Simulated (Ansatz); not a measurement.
**BiB: how much relativity matters**

Aim: hold the cell of BiB and change the physics step by step: no relativity; spin-orbit coupling on; point nuclei.

Method: DFT, at the level named in each step, in Ansatz 0.2.0.

1 further run of the same task is left out (set aside as unsound or not needed).

## Step 1: The structure to begin with

It takes space group Fm-3m (No. 225, cubic). The conventional cell has a = 5.276 Å, b = 5.276 Å, c = 5.276 Å, α = 90.00°, β = 90.00°, γ = 90.00°. B (site symmetry m-3m) has 6 Bi at 2.64 Å as nearest neighbours. Bi (site symmetry m-3m) has 6 B at 2.64 Å as nearest neighbours.

Coordinates:

```cif
data_structure
_symmetry_space_group_name_H-M 'Fm-3m'
_symmetry_Int_Tables_number 225
_cell_length_a 5.2762
_cell_length_b 5.2762
_cell_length_c 5.2762
_cell_angle_alpha 90.000
_cell_angle_beta 90.000
_cell_angle_gamma 90.000
_cell_volume 146.88
loop_
_atom_site_label
_atom_site_type_symbol
_atom_site_symmetry_multiplicity
_atom_site_Wyckoff_symbol
_atom_site_fract_x
_atom_site_fract_y
_atom_site_fract_z
_atom_site_occupancy
B1 B 4 a 0.00000 0.00000 0.00000 1
Bi1 Bi 4 b 0.50000 0.00000 0.00000 1
```

The file gives the conventional cell by its symmetry; the runs use the cell typed in the input.

The cell was relaxed by PAW from a hypothetical start (rocksalt type); it needn't be the stable phase of this composition.

Atoms are numbered in the order of the input: B1, Bi2.

## Step 2: No relativity, LAPW

File input.yaml:

```yaml
crystal:
  lattice:
    - [0.0, 2.6380753196, 2.6380753196]
    - [2.6380753196, 0.0, 2.6380753196]
    - [2.6380753196, 2.6380753196, 0.0]
  atoms:
    - { symbol: B, position: [0.0, 0.0, 0.0] }
    - { symbol: Bi, position: [0.5, 0.5, 0.5] }
kpoints:
  mp_grid: { grid: [12, 12, 12] }
  band_path:
    path:
      - [0.0, 0.0, 0.0]
      - [0.5, 0.0, 0.5]
      - [0.625, 0.25, 0.625]
      - [0.375, 0.375, 0.75]
      - [0.0, 0.0, 0.0]
      - [0.5, 0.5, 0.5]
      - [0.5, 0.25, 0.75]
      - [0.5, 0.0, 0.5]
    npoints: 5
scf:
  occupations: { method: fermi_dirac, width: 0.05 }
hamiltonian:
  xc: pbe
  pseudopotentials:
    kind: all_electron
    lapw: { basis_error: 0.001 }
    relativity: none
output:
  forces: true
  stress: true
  eigenvalues: true
```

Run with:

```console
ansatz run input.yaml --threads 1 --pin off --max-ram 2048MiB --backend cpu --events-out ev --progress --plain --runs-dir out
```

## Step 3: Spin-orbit coupling on, LAPW

input.yaml: that of step 2 with these lines changed.

```diff
@@ -25,6 +25,3 @@
   xc: pbe
-  pseudopotentials:
-    kind: all_electron
-    lapw: { basis_error: 0.001 }
-    relativity: none
+  pseudopotentials: { kind: all_electron, lapw: { basis_error: 0.001 } }
 output:
@@ -33 +30,4 @@
   eigenvalues: true
+magnetization:
+  noncollinear: true
+  spin_orbit: true
```

## Step 4: Spin-orbit coupling on, PAW

input.yaml: that of step 3 with these lines changed.

```diff
@@ -25,3 +25,3 @@
   xc: pbe
-  pseudopotentials: { kind: all_electron, lapw: { basis_error: 0.001 } }
+  pseudopotentials: { kind: paw_fr }
 output:
@@ -30,2 +30,3 @@
   eigenvalues: true
+  efg: { contact_densities: true }
 magnetization:
```

## Step 5: Point nuclei, LAPW

File input.yaml:

```yaml
crystal:
  lattice:
    - [0.0, 2.6380753196, 2.6380753196]
    - [2.6380753196, 0.0, 2.6380753196]
    - [2.6380753196, 2.6380753196, 0.0]
  atoms:
    - { symbol: B, position: [0.0, 0.0, 0.0] }
    - { symbol: Bi, position: [0.5, 0.5, 0.5] }
kpoints:
  mp_grid: { grid: [12, 12, 12] }
scf:
  occupations: { method: fermi_dirac, width: 0.05 }
hamiltonian:
  xc: pbe
  pseudopotentials:
    kind: all_electron
    lapw: { basis_error: 0.001 }
    nuclear_model: point
output:
  forces: true
  stress: true
  eigenvalues: true
```

## Step 6: Point nuclei, crystal datasets

input.yaml: that of step 5 with these lines changed.

```diff
@@ -14,6 +14,3 @@
   xc: pbe
-  pseudopotentials:
-    kind: all_electron
-    lapw: { basis_error: 0.001 }
-    nuclear_model: point
+  pseudopotentials: { kind: all_electron, datasets: crystal, nuclear_model: point }
 output:
@@ -22 +19,2 @@
   eigenvalues: true
+  efg: { contact_densities: true }
```

(Steps that only read results are left out.)

What does the calculation give? Wanted: pressure, no relativity, LAPW; pressure, spin-orbit coupling on, LAPW; pressure, point nuclei, LAPW.

The runs gave:

```
                              quantity      value
         pressure, no relativity, LAPW  -3.15 GPa
pressure, spin-orbit coupling on, LAPW   0.90 GPa
          pressure, point nuclei, LAPW   0.09 GPa
```

In words: Going from no relativity to the scalar-relativistic run with point nuclei moves the pressure by +3.24 GPa; the heaviest element has Z = 83. From that run, spin-orbit coupling moves the pressure by +0.81 GPa. With spin-orbit coupling, PAW lies -0.04 GPa from LAPW in pressure.
